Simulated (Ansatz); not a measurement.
# Ba started on a Ga site and an O vacancy in perovskite LaGaO3, 9 atoms, charge −1

Which settings matter for this cell? A base run comes first, then runs with one to three settings changed.

All numbers are computed with Ansatz 0.2.0 (PAW, plane waves).

1 further run of the same task is left out (for a known fault of the program).

### 1 The system as built

9 atoms (2 La, 1 Ba, 1 Ga, 5 O); a = 7.729 Å, b = 3.865 Å, c = 3.865 Å, α = 90.00°, β = 90.00°, γ = 90.00°. All atoms were shaken off their sites by about 0.04 Å along each axis. Defect site 1: (0.250, 0.500, 0.500). Defect site 2: (0.250, 0.500, 0.000). Starting moments add up to 2 μB.

### 2 PBEsol single point

in.yaml

```yaml
crystal:
  lattice:
    - [7.729308, 0.000000, 0.000000]
    - [0.000000, 3.864654, 0.000000]
    - [0.000000, 0.000000, 3.864654]
  atoms:
    - { symbol: La, position: [0.994045, 0.989361, 0.016110] }
    - { symbol: La, position: [0.499898, 0.008221, 0.010191] }
    - { symbol: Ba, position: [0.252290, 0.486079, 0.494099], spin: 0.5 }
    - { symbol: Ga, position: [0.751621, 0.494513, 0.506443] }
    - { symbol: O, position: [0.743834, 0.491980, 0.990861] }
    - { symbol: O, position: [0.002942, 0.507624, 0.491293], spin: 0.5 }
    - { symbol: O, position: [0.504291, 0.499869, 0.497437], spin: 0.5 }
    - { symbol: O, position: [0.255545, 0.987341, 0.488467], spin: 0.5 }
    - { symbol: O, position: [0.743404, 0.002319, 0.498275] }
kpoints:
  mp_grid: { grid: [2, 2, 2], shift: [0.5, 0.5, 0.5] }
hamiltonian:
  xc: pbesol
total_charge: -1
magnetization:
  spin_polarized: true
scf:
  occupations: { method: fermi_dirac, width: 0.01 }
output:
  forces: true
  eigenvalues: true
  populations: true
  charged_corrections: { epsilon: 27 }
  write_density: true
  write_potential: true
  elf: true
  volumetric_format: npy
```

The run is started by

```bash
$ ansatz run in.yaml --threads 8 --pin off --max-ram 13300MiB --runs-dir r --events-out ev --progress --plain
```

### 3 Variant: xc grid 1

Changes to in.yaml since step 2:

```diff
@@ -17,2 +17,3 @@
   mp_grid: { grid: [2, 2, 2], shift: [0.5, 0.5, 0.5] }
+basis: { xc_grid: 1 }
 hamiltonian:
@@ -24,2 +25,3 @@
   occupations: { method: fermi_dirac, width: 0.01 }
+  max_iter: 100
 output:
@@ -27,7 +29,2 @@
   eigenvalues: true
-  populations: true
-  charged_corrections: { epsilon: 27 }
-  write_density: true
-  write_potential: true
-  elf: true
-  volumetric_format: npy
+  stress: true
```

### 4 Variant: density cutoff ratio 8, density threshold 0.001 eV

Changes to in.yaml since step 3:

```diff
@@ -17,3 +17,3 @@
   mp_grid: { grid: [2, 2, 2], shift: [0.5, 0.5, 0.5] }
-basis: { xc_grid: 1 }
+basis: { ecutrho_ratio: 8 }
 hamiltonian:
@@ -25,3 +25,4 @@
   occupations: { method: fermi_dirac, width: 0.01 }
-  max_iter: 100
+  max_iter: 90
+  convergence: { dr2_threshold: 1e-03 }
 output:
```

### 5 Run again with cutoff 800 eV, density cutoff ratio 2

Changes to in.yaml since step 4:

```diff
@@ -17,3 +17,3 @@
   mp_grid: { grid: [2, 2, 2], shift: [0.5, 0.5, 0.5] }
-basis: { ecutrho_ratio: 8 }
+basis: { ecutwfc: 800, ecutrho_ratio: 2 }
 hamiltonian:
@@ -25,4 +25,3 @@
   occupations: { method: fermi_dirac, width: 0.01 }
-  max_iter: 90
-  convergence: { dr2_threshold: 1e-03 }
+  max_iter: 80
 output:
```

### 6 Variant: mixing beta 0.01, charge changed by 2

Changes to in.yaml since step 5:

```diff
@@ -17,6 +17,5 @@
   mp_grid: { grid: [2, 2, 2], shift: [0.5, 0.5, 0.5] }
-basis: { ecutwfc: 800, ecutrho_ratio: 2 }
 hamiltonian:
   xc: pbesol
-total_charge: -1
+total_charge: 1
 magnetization:
@@ -25,3 +24,4 @@
   occupations: { method: fermi_dirac, width: 0.01 }
-  max_iter: 80
+  max_iter: 70
+  mixing: { beta: 0.01 }
 output:
```

### 7 Changed settings: xc grid 2, at most 2 cycles

Changes to in.yaml since step 6:

```diff
@@ -17,5 +17,6 @@
   mp_grid: { grid: [2, 2, 2], shift: [0.5, 0.5, 0.5] }
+basis: { xc_grid: 2 }
 hamiltonian:
   xc: pbesol
-total_charge: 1
+total_charge: -1
 magnetization:
@@ -24,4 +25,3 @@
   occupations: { method: fermi_dirac, width: 0.01 }
-  max_iter: 70
-  mixing: { beta: 0.01 }
+  max_iter: 2
 output:
```

Q: Predict the outcome of this session. Wanted: for each run, settings; status; energy from base; forces from base.

As calculated:

| settings | status | cycles | time | energy from base (meV/atom) | forces from base (eV/Å rms) | filled to empty level on the mesh (eV) |
| --- | --- | --- | --- | --- | --- | --- |
| base | converged | 16 | 3.6 s (8 CPU threads) | 0 | 0 | 0.79 |
| xc grid 1 | converged | 16 | 3.1 s (8 CPU threads) | 0.0 | 0.000 | 0.79 |
| density cutoff ratio 8, density threshold 0.001 eV | converged, settings too loose | 16 | 3.4 s (8 CPU threads) | 0.0 | 0.000 | 0.79 |
| cutoff 800 eV, density cutoff ratio 2 | converged, settings too loose | 15 | 5.6 s (8 CPU threads) | -4.4 | 0.001 | 0.79 |
| mixing beta 0.01, charge changed by 2 | converged | 19 | 3.1 s (8 CPU threads) | - | 0.783 | 0.57 |
| xc grid 2, at most 2 cycles | not converged | - | 1.5 s (8 CPU threads) | - | - | - |

**What this shows.** Among these variants the forces move most with mixing beta 0.01, charge changed by 2 (0.783 eV/Å rms). 1 of 5 variants gave no result: xc grid 2, at most 2 cycles (not converged).
